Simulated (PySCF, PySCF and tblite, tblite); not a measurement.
# C3H5N3OSi: a path driven as a shift of bonds, and NMR exchange, part 2 of 2

PySCF and tblite. Atoms count from 0. Earlier steps stand in the parts before.

### 12 Kinetics and line shapes

The job: settings as JSON, then the geometry in Å.

```
{"job": {"smiles": "O=Cc1cnn([SiH3])n1", "charge": 0, "mult": 1, "motion": "shift", "what": "1,2-shift in an azole", "atoms": [6, 5, 4], "drives": [{"terms": [["d", [6, 5], 1], ["d", [6, 4], -1]], "neg": true, "n": 14}], "study": "path", "level": {"kind": "nmr", "xc": "PBE0", "basis": "pcSseg-1"}, "fields": [100, 700, 800], "first": 2, "seed": 484, "refine": {"xc": "PBE0", "basis": "def2-SVP"}, "kind": "path"}, "charge": 0, "multiplicity": 1}
O     -3.496084     0.937267     0.310924
C     -2.345384     1.274464     0.200852
C     -1.210359     0.366617     0.169347
C     -1.168936    -1.046770     0.253860
N      0.088197    -1.418323     0.176814
N      0.784674    -0.295853     0.051063
Si     2.553810    -0.298377    -0.059134
N      0.047591     0.786130     0.043201
H     -2.048510     2.335952     0.111931
H     -1.974106    -1.742421     0.360098
H      3.039882    -0.705447     1.256525
H      2.860050     1.083143    -0.402837
H      2.864785    -1.275897    -1.095868
```

The program printed:

```text
stationary points (kcal/mol above the start)
  n  kind          group   xTB      DFT    lowest mode
  0  minimum      C1       0.00     0.00      13.2
  1  saddle       C1      12.81    28.17    -146.1
  2  minimum      C1       1.86     3.85      47.0

GFN2-xTB energies: T/K, barrier G, reaction G (kcal/mol), k forward, k back (1/s)
 150.00    13.41     1.95   8.97e-08    6.2e-05
 200.00    13.61     2.00    0.00555      0.855
 250.00    13.83     2.05       4.22        263
 298.15    14.06     2.10        309   1.07e+04
 350.00    14.31     2.15   8.45e+03   1.86e+05
 400.00    14.57     2.20   9.16e+04   1.45e+06
 500.00    15.10     2.28   2.61e+06   2.59e+07

PBE0/pcSseg-1 + D3(BJ) energies: T/K, barrier G, reaction G (kcal/mol), k forward, k back (1/s)
 150.00    28.78     3.94   3.69e-30   2.03e-24
 200.00    28.98     3.99   9.01e-20   2.09e-15
 250.00    29.20     4.05   1.56e-13   5.37e-10
 298.15    29.42     4.09   1.69e-09   1.69e-06
 350.00    29.68     4.14   2.15e-06   0.000831
 400.00    29.93     4.19   0.000369     0.0717
 500.00    30.47     4.27      0.502         37
```

Run time: 8.5 min. Hardware: 1 thread of Arm Neoverse V2, shared host; peak memory 0.78 GiB. This counts the whole study up to here.

Barriers by level (kcal/mol; entropies in cal/(mol K)). Zero-point and thermal terms come from xTB in every row. ΔG‡ leaves symmetry out; the rate counts one path; effective ΔG‡, where given, is the barrier that would give that rate by Eyring's equation alone:

```csv
level,ΔE‡,with zero-point,ΔH‡,ΔS‡,ΔG‡ (298 K),ΔE of reaction,k at 298 K (1/s),effective ΔG‡
GFN2-xTB,12.81,13.00,12.31,-5.8,14.06,1.86,3.1e+02,14.06
PBE0/pcSseg-1 + D3(BJ),28.17,28.37,27.68,-5.8,29.42,3.85,1.7e-09,29.42
```

Sites that the driver pairs across this motion, and where their lines would merge (no couplings; faster rotations or exchange between molecules can average them sooner):

```csv
nucleus,sites: shielding (ppm),proton frequency (MHz),spread (Hz),coalescence (K),lines at 298 K
¹⁵N,N5: -8.3; N5 (end): -152.1,800,11662,not given,–
¹⁵N,N4: -112.7; N4 (end): 8.1,800,9800,not given,–
¹³C,C3: 43.2; C3 (end): 49.3,800,1224,not given,–
²⁹Si,Si6: 390.9; Si6 (end): 396.6,800,904,not given,–
¹⁷O,O0: -340.7; O0 (end): -334.1,800,722,not given,–
¹⁵N,N7: -133.3; N7 (end): -138.3,800,409,not given,–
¹³C,C1: -3.0; C1 (end): -4.2,800,253,not given,–
¹H,H8: 21.23; H8 (end): 21.12,800,86,not given,–
```

A dash: the driver gave no coalescence for this row (it judged the minor form too scarce).

Rows that set an atom against itself at the end compare its shielding in the two forms.

Lines of quadrupolar nuclei are broad, so their coalescence could hardly be seen.

### 13 Shieldings, start: PBE0/pcSseg-1 in chloroform

The job: settings as JSON, then the geometry in Å.

```
{"job": {"kind": "nmr", "xc": "PBE0", "basis": "pcSseg-1", "solvent": "chloroform", "pop": false}, "charge": 0, "multiplicity": 1}
O     -3.496084     0.937267     0.310924
C     -2.345384     1.274464     0.200852
C     -1.210359     0.366617     0.169347
C     -1.168936    -1.046770     0.253860
N      0.088197    -1.418323     0.176814
N      0.784674    -0.295853     0.051063
Si     2.553810    -0.298377    -0.059134
N      0.047591     0.786130     0.043201
H     -2.048510     2.335952     0.111931
H     -1.974106    -1.742421     0.360098
H      3.039882    -0.705447     1.256525
H      2.860050     1.083143    -0.402837
H      2.864785    -1.275897    -1.095868
```

The program printed:

```text
coarse grid: 12256 points
cycle   1  E = -645.5257061714  dE =  1.569e+00  |g| = 7.882e-01  |ddm| = 3.579e+00
cycle   2  E = -645.1653304122  dE =  3.604e-01  |g| = 1.557e+00  |ddm| = 2.666e+00
cycle   3  E = -645.6484561668  dE = -4.831e-01  |g| = 9.801e-02  |ddm| = 2.039e+00
cycle   4  E = -645.6489041037  dE = -4.479e-04  |g| = 8.944e-02  |ddm| = 1.427e-01
cycle   5  E = -645.6504975826  dE = -1.593e-03  |g| = 2.033e-02  |ddm| = 7.161e-02
cycle   6  E = -645.6505719582  dE = -7.438e-05  |g| = 6.985e-03  |ddm| = 1.815e-02
cycle   7  E = -645.6505810427  dE = -9.085e-06  |g| = 1.891e-03  |ddm| = 5.457e-03
final grid: 116600 points
cycle   8  E = -645.7020618841  dE = -6.520e-06  |g| = 1.264e-02  |ddm| = 3.217e-02
cycle   9  E = -645.7019862005  dE =  7.568e-05  |g| = 2.375e-02  |ddm| = 3.116e-02
cycle  10  E = -645.7020923830  dE = -1.062e-04  |g| = 1.431e-03  |ddm| = 2.143e-02
cycle  11  E = -645.7020927747  dE = -3.917e-07  |g| = 3.687e-04  |ddm| = 1.376e-03
cycle  12  E = -645.7020927994  dE = -2.467e-08  |g| = 1.588e-04  |ddm| = 3.804e-04
cycle  13  E = -645.7020928045  dE = -5.117e-09  |g| = 5.115e-05  |ddm| = 1.406e-04
cycle  14  E = -645.7020928050  dE = -4.868e-10  |g| = 1.521e-05  |ddm| = 4.606e-05
converged SCF energy = -645.7020928050

GIAO shielding tensors (ppm)
atom      isotropic    diamagn.    paramagn.     s11        s22        s33       span
  0 O     -302.378     397.046    -699.423   -914.706   -390.930    398.503   1313.209
  1 C       -5.996     243.439    -249.435    -94.501    -20.969     97.482    191.983
  2 C       31.692     259.348    -227.656    -28.526     12.593    111.010    139.536
  3 C       42.422     251.378    -208.955    -43.907     32.759    138.415    182.321
  4 N     -107.436     325.497    -432.933   -338.775   -159.133    175.601    514.376
  5 N      -13.094     329.879    -342.973   -123.862    -15.624    100.206    224.068
  6 Si     389.260     880.651    -491.392    358.814    376.049    432.915     74.101
  7 N     -131.003     327.520    -458.523   -410.901   -159.820    177.713    588.614
  8 H       21.232      26.456      -5.224     18.289     21.663     23.744      5.455
  9 H       23.007      31.276      -8.268     20.530     23.164     25.328      4.798
 10 H       26.387      28.815      -2.429     23.378     24.660     31.122      7.744
 11 H       26.227      29.303      -3.076     22.203     25.804     30.674      8.471
 12 H       26.296      28.937      -2.641     22.800     25.182     30.907      8.107
```

It took 16 s on 1 thread of Arm Neoverse V2, shared host; peak memory 0.81 GiB.

Key values: HOMO -7.89 eV, LUMO -1.83 eV; dipole 4.44 D.

### 14 Single-point energy, saddle of leg 1: PBE0/pcSseg-1 in chloroform

The job: settings as JSON, then the geometry in Å.

```
{"job": {"kind": "sp", "xc": "PBE0", "basis": "pcSseg-1", "solvent": "chloroform", "pop": false}, "charge": 0, "multiplicity": 1}
O     -3.501174     0.477292    -0.219181
C     -2.494069     1.109965    -0.031597
C     -1.169732     0.531675     0.138193
C     -0.770340    -0.815070     0.140009
N      0.529480    -0.809075     0.374667
N      0.912503     0.476935     0.478797
Si     2.301654    -0.603987    -0.204585
N     -0.067198     1.283640     0.324026
H     -2.489799     2.213400     0.022653
H     -1.348559    -1.705635     0.011240
H      2.944402    -0.842642     1.070162
H      2.878522     0.465611    -1.022014
H      2.274309    -1.782110    -1.082371
```

The program printed:

```text
coarse grid: 12256 points
cycle   1  E = -645.4844964629  dE =  1.750e+00  |g| = 7.742e-01  |ddm| = 3.639e+00
cycle   2  E = -645.1479053474  dE =  3.366e-01  |g| = 1.511e+00  |ddm| = 2.592e+00
cycle   3  E = -645.6018803130  dE = -4.540e-01  |g| = 9.488e-02  |ddm| = 1.983e+00
cycle   4  E = -645.6024378004  dE = -5.575e-04  |g| = 7.794e-02  |ddm| = 1.310e-01
cycle   5  E = -645.6037062694  dE = -1.268e-03  |g| = 2.275e-02  |ddm| = 7.230e-02
cycle   6  E = -645.6038039748  dE = -9.771e-05  |g| = 6.303e-03  |ddm| = 1.729e-02
cycle   7  E = -645.6038121243  dE = -8.150e-06  |g| = 1.521e-03  |ddm| = 5.769e-03
final grid: 116600 points
cycle   8  E = -645.6557645869  dE = -1.221e-05  |g| = 1.174e-02  |ddm| = 2.870e-02
cycle   9  E = -645.6556987340  dE =  6.585e-05  |g| = 2.229e-02  |ddm| = 2.843e-02
cycle  10  E = -645.6557904541  dE = -9.172e-05  |g| = 1.313e-03  |ddm| = 1.947e-02
cycle  11  E = -645.6557907804  dE = -3.263e-07  |g| = 3.548e-04  |ddm| = 1.318e-03
cycle  12  E = -645.6557908025  dE = -2.217e-08  |g| = 1.588e-04  |ddm| = 3.581e-04
cycle  13  E = -645.6557908078  dE = -5.242e-09  |g| = 4.552e-05  |ddm| = 1.455e-04
cycle  14  E = -645.6557908082  dE = -3.963e-10  |g| = 1.299e-05  |ddm| = 4.228e-05
converged SCF energy = -645.6557908082
```

It took 8.7 s on 1 thread of Arm Neoverse V2, shared host; peak memory 0.64 GiB.

This run: HOMO -8.05 eV, LUMO -2.03 eV; dipole 2.15 D.

### 15 Shieldings, end: PBE0/pcSseg-1 in chloroform

The job: settings as JSON, then the geometry in Å.

```
{"job": {"kind": "nmr", "xc": "PBE0", "basis": "pcSseg-1", "solvent": "chloroform", "pop": false}, "charge": 0, "multiplicity": 1}
O     -3.465064     0.034251     0.386071
C     -2.651915     0.910855     0.234038
C     -1.217943     0.705762     0.131117
C     -0.469363    -0.460191     0.178018
N      0.809783    -0.073432     0.031211
N      0.837527     1.271900    -0.099064
Si     2.319012    -1.000479     0.006258
N     -0.336089     1.729859    -0.042012
H     -2.938548     1.975117     0.158428
H     -0.758525    -1.481803     0.299643
H      2.442872    -1.591781     1.337370
H      3.312542     0.009588    -0.310618
H      2.127286    -2.023825    -1.019763
```

The program printed:

```text
coarse grid: 12256 points
cycle   1  E = -645.5275310753  dE =  1.556e+00  |g| = 7.711e-01  |ddm| = 3.608e+00
cycle   2  E = -645.2033119777  dE =  3.242e-01  |g| = 1.489e+00  |ddm| = 2.650e+00
cycle   3  E = -645.6447082377  dE = -4.414e-01  |g| = 9.085e-02  |ddm| = 2.021e+00
cycle   4  E = -645.6454467689  dE = -7.385e-04  |g| = 6.902e-02  |ddm| = 1.296e-01
cycle   5  E = -645.6464522810  dE = -1.006e-03  |g| = 2.343e-02  |ddm| = 6.781e-02
cycle   6  E = -645.6465576906  dE = -1.054e-04  |g| = 6.254e-03  |ddm| = 1.798e-02
cycle   7  E = -645.6465651418  dE = -7.451e-06  |g| = 1.693e-03  |ddm| = 6.194e-03
final grid: 116600 points
cycle   8  E = -645.6990380866  dE = -1.195e-05  |g| = 1.125e-02  |ddm| = 3.061e-02
cycle   9  E = -645.6989782888  dE =  5.980e-05  |g| = 2.128e-02  |ddm| = 2.749e-02
cycle  10  E = -645.6990619643  dE = -8.368e-05  |g| = 1.174e-03  |ddm| = 1.881e-02
cycle  11  E = -645.6990622332  dE = -2.689e-07  |g| = 2.919e-04  |ddm| = 1.224e-03
cycle  12  E = -645.6990622460  dE = -1.283e-08  |g| = 1.633e-04  |ddm| = 3.173e-04
cycle  13  E = -645.6990622517  dE = -5.656e-09  |g| = 3.688e-05  |ddm| = 1.457e-04
cycle  14  E = -645.6990622519  dE = -2.617e-10  |g| = 1.180e-05  |ddm| = 3.818e-05
converged SCF energy = -645.6990622519

GIAO shielding tensors (ppm)
atom      isotropic    diamagn.    paramagn.     s11        s22        s33       span
  0 O     -293.061     400.806    -693.867   -898.131   -376.499    395.448   1293.579
  1 C       -6.687     241.211    -247.898    -92.103    -24.392     96.434    188.537
  2 C       32.116     261.217    -229.100    -22.197     19.521     99.024    121.221
  3 C       45.830     251.019    -205.190    -37.563     21.101    153.952    191.515
  4 N        1.292     331.170    -329.879   -148.643     16.415    136.103    284.746
  5 N     -146.069     318.912    -464.981   -400.517   -138.296    100.605    501.122
  6 Si     394.445     880.374    -485.929    366.759    380.839    435.738     68.979
  7 N     -130.705     331.355    -462.061   -395.658   -180.937    184.480    580.138
  8 H       21.158      24.990      -3.832     18.648     21.749     23.077      4.429
  9 H       22.862      32.708      -9.845     20.171     21.712     26.704      6.533
 10 H       26.375      28.854      -2.479     23.109     24.804     31.211      8.102
 11 H       26.083      28.905      -2.822     22.204     25.538     30.509      8.305
 12 H       26.332      29.049      -2.717     22.829     25.108     31.059      8.230
```

Run time: 16 s. Hardware: 1 thread of Arm Neoverse V2, shared host; peak memory 0.87 GiB.

This run: HOMO -7.80 eV, LUMO -1.74 eV; dipole 5.64 D.

### 16 Second level: PBE0/pcSseg-1 + D3(BJ), IEF-PCM chloroform

The job: settings as JSON, then the geometry in Å.

```
{"job": {"smiles": "O=Cc1cnn([SiH3])n1", "charge": 0, "mult": 1, "motion": "shift", "what": "1,2-shift in an azole", "atoms": [6, 5, 4], "drives": [{"terms": [["d", [6, 5], 1], ["d", [6, 4], -1]], "neg": true, "n": 14}], "study": "path", "level": {"kind": "nmr", "xc": "PBE0", "basis": "pcSseg-1", "wide": true, "solvent": "chloroform"}, "fields": [100, 700, 800], "first": 2, "seed": 484, "refine": {"xc": "PBE0", "basis": "def2-SVP"}, "kind": "pathvar"}, "charge": 0, "multiplicity": 1}
O     -3.496084     0.937267     0.310924
C     -2.345384     1.274464     0.200852
C     -1.210359     0.366617     0.169347
C     -1.168936    -1.046770     0.253860
N      0.088197    -1.418323     0.176814
N      0.784674    -0.295853     0.051063
Si     2.553810    -0.298377    -0.059134
N      0.047591     0.786130     0.043201
H     -2.048510     2.335952     0.111931
H     -1.974106    -1.742421     0.360098
H      3.039882    -0.705447     1.256525
H      2.860050     1.083143    -0.402837
H      2.864785    -1.275897    -1.095868
```

The program printed:

```text
stationary points (kcal/mol above the start)
  n  kind          group   xTB      DFT    lowest mode
  0  minimum      C1       0.00     0.00      13.2
  1  saddle       C1      12.81    28.91    -146.1
  2  minimum      C1       1.86     1.82      47.0

GFN2-xTB energies: T/K, barrier G, reaction G (kcal/mol), k forward, k back (1/s)
 150.00    13.41     1.95   8.97e-08    6.2e-05
 200.00    13.61     2.00    0.00555      0.855
 250.00    13.83     2.05       4.22        263
 298.15    14.06     2.10        309   1.07e+04
 350.00    14.31     2.15   8.45e+03   1.86e+05
 400.00    14.57     2.20   9.16e+04   1.45e+06
 500.00    15.10     2.28   2.61e+06   2.59e+07

PBE0/pcSseg-1 + D3(BJ) energies: T/K, barrier G, reaction G (kcal/mol), k forward, k back (1/s)
 150.00    28.78     3.94   3.69e-30   2.03e-24
 200.00    28.98     3.99   9.01e-20   2.09e-15
 250.00    29.20     4.05   1.56e-13   5.37e-10
 298.15    29.42     4.09   1.69e-09   1.69e-06
 350.00    29.68     4.14   2.15e-06   0.000831
 400.00    29.93     4.19   0.000369     0.0717
 500.00    30.47     4.27      0.502         37

PBE0/pcSseg-1 + D3(BJ), IEF-PCM chloroform energies: T/K, barrier G, reaction G (kcal/mol), k forward, k back (1/s)
 150.00    29.51     1.91   3.11e-31   1.88e-28
 200.00    29.72     1.96   1.41e-20   1.97e-18
 250.00    29.93     2.01   3.54e-14   2.04e-12
 298.15    30.16     2.06   4.86e-10   1.58e-08
 350.00    30.41     2.11   7.45e-07   1.55e-05
 400.00    30.67     2.16   0.000146     0.0022
 500.00    31.20     2.24      0.239       2.28
```

Wall time 9.2 min (1 thread of Arm Neoverse V2, shared host); peak memory 0.87 GiB. This counts the runs that the step sums up.

Barriers by level (kcal/mol; entropies in cal/(mol K)). Zero-point and thermal terms come from xTB in every row. ΔG‡ leaves symmetry out; the rate counts one path; effective ΔG‡, where given, is the barrier that would give that rate by Eyring's equation alone:

```csv
level,ΔE‡,with zero-point,ΔH‡,ΔS‡,ΔG‡ (298 K),ΔE of reaction,k at 298 K (1/s),effective ΔG‡
GFN2-xTB,12.81,13.00,12.31,-5.8,14.06,1.86,3.1e+02,14.06
PBE0/pcSseg-1 + D3(BJ),28.17,28.37,27.68,-5.8,29.42,3.85,1.7e-09,29.42
"PBE0/pcSseg-1 + D3(BJ), IEF-PCM chloroform",28.91,29.11,28.42,-5.8,30.16,1.82,4.9e-10,30.16
```

### 17 What came out

The summary covers parts 1 to 2.

| quantity | value |
| --- | --- |
| barrier (PBE0/pcSseg-1 + D3(BJ)) | ΔE‡ 28.2, ΔG‡(298 K) 29.4 kcal/mol |
| barrier (GFN2-xTB) | ΔE‡ 12.8 kcal/mol |
| rate at 298 K | 1.7e-09 s⁻¹ |
| end of the path | 3.9 kcal/mol from the start |

**Reading.** DFT puts the top 28.2 kcal/mol above the start (xTB: 12.8); the rate from the DFT barrier is 1.7e-09 s⁻¹ at 298 K. An error of 1.4 kcal/mol changes that rate tenfold. The DFT refinement failed, so xTB geometries stand. PBE0/pcSseg-1 + D3(BJ), IEF-PCM chloroform moves the barrier from 28.2 to 28.9 kcal/mol.
